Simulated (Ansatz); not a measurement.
# CH7NOSi: small, medium and large basis sets

Aim: see how fast density functionals converge with the basis set for CH7NOSi.

Method: one geometry, several basis sets; program: Ansatz 0.2.0, Gaussian basis.

Levels to be run: PBE0-D4/def2-SVP; ωB97M-V/def2-SVP; PBE0-D4/def2-QZVPP; ωB97M-V/def2-QZVPP; the functionals' def2-TZVPP values are taken from earlier runs.

## Step 1: The geometry

An earlier PBE0-D4 in a triple-zeta def2 set relaxation fixed the geometry.

11 atoms, charge 0, spin multiplicity 1.

Atoms are counted from 1 here; the program's logs count them from 0.

Bond lengths: C1–Si2 1.862 Å, C1–H5 1.092 Å, C1–H6 1.094 Å, C1–H7 1.093 Å, Si2–N3 1.716 Å, Si2–O4 1.649 Å, Si2–H8 1.487 Å, N3–H9 1.007 Å, N3–H10 1.006 Å, O4–H11 0.959 Å. Angles: Si2–C1–H5 110.2°, Si2–C1–H6 111.2°, Si2–C1–H7 111.4°, H5–C1–H6 107.7°, H5–C1–H7 108.0°, H6–C1–H7 108.1°, C1–Si2–N3 106.8°, C1–Si2–O4 113.3°, C1–Si2–H8 110.5°, N3–Si2–O4 109.8°, N3–Si2–H8 114.3°, O4–Si2–H8 102.2°, Si2–N3–H9 121.6°, Si2–N3–H10 120.4°, H9–N3–H10 111.3°, Si2–O4–H11 115.6°.

## Step 2: PBE0-D4 in def2-SVP

Contents of in.yaml:

```yaml
crystal:
  periodic: [false, false, false]
  atoms:
    - {symbol: C, position_ang: [-1.129357, 0.882075, 0.235123]}
    - {symbol: Si, position_ang: [-0.008304, -0.600087, 0.125299]}
    - {symbol: N, position_ang: [1.601708, -0.007406, 0.165712]}
    - {symbol: O, position_ang: [-0.240466, -1.494569, -1.240768]}
    - {symbol: H, position_ang: [-2.172922, 0.574634, 0.135633]}
    - {symbol: H, position_ang: [-1.021884, 1.388960, 1.198161]}
    - {symbol: H, position_ang: [-0.913668, 1.605538, -0.555943]}
    - {symbol: H, position_ang: [-0.328770, -1.576934, 1.198985]}
    - {symbol: H, position_ang: [2.389796, -0.626447, 0.263007]}
    - {symbol: H, position_ang: [1.800778, 0.901782, 0.548262]}
    - {symbol: H, position_ang: [0.088389, -1.104547, -2.052771]}
basis:
  gaussian: {orbitals: def2-SVP}
hamiltonian: {xc: pbe0, dispersion: d4}
output: {orbitals: {seedname: orbitals}}
```

The runs that follow: ωB97M-V in def2-SVP; PBE0-D4 in def2-QZVPP; ωB97M-V in def2-QZVPP.

**Question.** What will the summary of the whole plan be? Wanted: PBE0-D4: double and triple zeta above quadruple; ωB97M-V: double and triple zeta above quadruple.

The runs gave:

| quantity | value |
| --- | --- |
| PBE0-D4: double and triple zeta above quadruple | 9.32, 0.57 eV |
| ωB97M-V: double and triple zeta above quadruple | 9.53, 0.54 eV |

**Reading.** For PBE0-D4 the step from double to triple zeta gains 8.75 eV and the next only 0.57 eV. Total energies overstate the basis error of differences, where much of it tends to cancel. The LUMO of ωB97M-V is positive and keeps falling with the basis (3.21 to 1.56 eV): an unbound level that the basis holds in place.
